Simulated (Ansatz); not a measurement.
HfB:

```
Hf B
1.0
     0.00000    2.31000    2.31000
     2.31000    0.00000    2.31000
     2.31000    2.31000    0.00000
Hf B
1 1
Direct
  0.50000 0.50000 0.50000
  0.00000 0.00000 0.00000
```

Program: Ansatz 0.2.0. Alike in all runs: potentials or basis Ansatz PAW; cell as given; smearing fermi-dirac 0.05 eV; the mesh is coarse, so values aren't converged.

Problem. Order these runs on this cell by their pressure, lowest first.
A. level B3LYP; spin off; k mesh 5 × 5 × 5; cutoff (eV) 420
B. level HSE06; spin SOC, no magnetisation; k mesh 4 × 4 × 4; cutoff (eV) 420
C. level r2SCANh; spin off; k mesh 5 × 5 × 5; cutoff (eV) 500
D. level HF; spin off; k mesh 5 × 5 × 5; cutoff (eV) 420
E. level HSEsol; spin off; k mesh 5 × 5 × 5; cutoff (eV) 420; points for each segment of the path 4

Solution. E (26.3 GPa), C (30.0 GPa), B (31.7 GPa), A (35.7 GPa), D (51.1 GPa).

Caveats: all runs use coarse meshes; the PAW data sets come from PBE, with cores solved anew for the run's functional, which leaves a small shift of forces and pressure; the thresholds are loose for stress; a pressure of tens of GPa on the cell as given is suspect, and the run, the potentials or the cell itself is likely at fault (some runs); so large a pressure means that the cell lies far from this level's equilibrium, or that cutoff or potentials fall short (some runs).
